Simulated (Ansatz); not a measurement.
# NaMnBi: the cost of one run

Method: DFT r2SCAN, scalar-relativistic, plane waves, PAW, in Ansatz 0.2.0.

## (1) The starting structure

Symmetry: P4/nmm, No. 129, tetragonal system. The conventional cell has a = 4.525 Å, b = 4.525 Å, c = 7.785 Å, α = 90.00°, β = 90.00°, γ = 90.00°. Na (site symmetry 4mm) is surrounded by 5 Bi at 3.32 to 3.34 Å and 4 Mn at 3.53 Å. Mn (site symmetry -4m2) is surrounded by 4 Bi at 2.86 Å and 4 Mn at 3.20 Å. Bi (site symmetry 4mm) has 4 Mn at 2.86 Å and 5 Na at 3.32 to 3.34 Å in its first shell of neighbours.

Coordinates:

```cif
data_structure
_symmetry_space_group_name_H-M 'P4/nmm:1'
_symmetry_Int_Tables_number 129
_cell_length_a 4.5249
_cell_length_b 4.5249
_cell_length_c 7.7854
_cell_angle_alpha 90.000
_cell_angle_beta 90.000
_cell_angle_gamma 90.000
_cell_volume 159.40
loop_
_atom_site_label
_atom_site_type_symbol
_atom_site_symmetry_multiplicity
_atom_site_Wyckoff_symbol
_atom_site_fract_x
_atom_site_fract_y
_atom_site_fract_z
_atom_site_occupancy
Na1 Na 2 c 0.00000 0.50000 0.65152 1
Mn1 Mn 2 a 0.50000 0.50000 0.00000 1
Bi1 Bi 2 c 0.00000 0.50000 0.22545 1
```

(A quick probe on a coarse mesh, which set the mesh and smearing, is not shown.)

## (3) The relaxation

input.yaml

```yaml
crystal:
  lattice:
    - [4.52487, 0.0, 0.0]
    - [0.0, 4.52487, 0.0]
    - [0.0, 0.0, 7.785425]
  atoms:
    - { symbol: Na, position: [0.0, 0.5, 0.651517] }
    - { symbol: Na, position: [0.5, 0.0, 0.348483] }
    - { symbol: Mn, position: [0.5, 0.5, 0.0], spin: 4.75 }
    - { symbol: Mn, position: [0.0, 0.0, 0.0], spin: 4.75 }
    - { symbol: Bi, position: [0.0, 0.5, 0.225452] }
    - { symbol: Bi, position: [0.5, 0.0, 0.774548] }
basis:
  ecutwfc: 500
kpoints:
  mp_grid: { grid: [8, 8, 6] }
hamiltonian:
  xc: r2scan
scf:
  occupations: { method: gaussian, width: 0.1 }
output:
  forces: true
  stress: true
  eigenvalues: true
  populations: true
magnetization:
  spin_polarized: true
relax:
  adjacent_minimum: "off"
  f_tol: 0.01
  max_steps: 80
  cell: { stress_tol: 0.05 }
```

Started as:

```console
$ ansatz run input.yaml --threads 1 --pin off --max-ram 2560MiB --backend cpu --events-out ev --progress --plain --runs-dir out
```

Q: Estimate wall time and peak memory on 1 thread of Arm Neoverse N1, shared host.

About 32 min, with a peak of 1.4 GiB.
